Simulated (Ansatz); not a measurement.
# CH₃BSe (SMILES B1C[Se]1): functionals against CCSD(T) at one geometry

The task here is to estimate one member of a computed series from the others.

Computed with Ansatz 0.2.0, Gaussian basis. Level: single points in def2-TZVPP.

Cores are frozen in the correlated methods. Filled d shells of the heavier atoms are correlated.

## Where the work starts

SMILES `B1C[Se]1`, 6 atoms, charge 0, spin multiplicity 1.

Atoms are counted from 1 here; the program's logs count them from 0.

Bond lengths: B1–C2 1.531 Å, B1–Se3 1.891 Å, B1–H4 1.239 Å, C2–Se3 1.993 Å, C2–H5 1.112 Å, C2–H6 1.061 Å. Angles: C2–B1–Se3 70.3°, C2–B1–H4 150.6°, Se3–B1–H4 138.9°, B1–C2–Se3 63.3°, B1–C2–H5 121.7°, B1–C2–H6 123.5°, Se3–C2–H5 116.1°, Se3–C2–H6 115.7°, H5–C2–H6 108.9°, B1–Se3–C2 46.3°.

Geometry (Å):

```xyz
6
charge 0, multiplicity 1
B    -0.60689   -0.60530   -0.31661
C     0.25311    0.57525    0.14209
Se    0.97445   -1.24858    0.49694
H    -1.60257   -1.05147   -0.90451
H     0.82605    1.19605   -0.58049
H     0.03476    1.15956    1.00091
```

The first run:

Contents of run/in.yaml:

```yaml
crystal:
  periodic: [false, false, false]
  atoms:
    - {symbol: B, position_ang: [-0.606889, -0.605302, -0.316610]}
    - {symbol: C, position_ang: [0.253109, 0.575248, 0.142093]}
    - {symbol: Se, position_ang: [0.974446, -1.248578, 0.496935]}
    - {symbol: H, position_ang: [-1.602570, -1.051471, -0.904506]}
    - {symbol: H, position_ang: [0.826055, 1.196046, -0.580488]}
    - {symbol: H, position_ang: [0.034762, 1.159561, 1.000908]}
basis:
  gaussian: {orbitals: def2-TZVPP}
hamiltonian: {xc: pbe, dispersion: d4}
output: {forces: true}
```

The run is started by

```console
> ansatz run in.yaml --threads 2 --pin off --events-out ev --progress --plain --max-ram 3481MiB
```

Among the steps run: PBE-D4/def2-TZVPP; r2SCAN-D4/def2-TZVPP; PBE0-D4/def2-TZVPP; wB97M-V/def2-TZVPP; CCSD(T)/def2-TZVPP.

One table of the session follows, with a row left open; its other results are not shown here.

| method | RMS force component (eV/Å) | angle to CCSD(T) forces (°) | dipole (D) |
| --- | --- | --- | --- |
| PBE-D4 | 0.609 | 15.6 | 0.91 |
| r2SCAN-D4 | 0.605 | 12.5 | 1.08 |
| PBE0-D4 | ? | ? | ? |
| wB97M-V | 0.619 | 12.7 | 1.06 |
| CCSD(T) | 0.674 | reference | 0.97 |

Estimate the missing values for PBE0-D4.

The run gave: RMS force component (eV/Å): 0.591; angle to CCSD(T) forces (°): 14.7; dipole (D): 1.05. In the column «RMS force component (eV/Å)» it is the lowest.
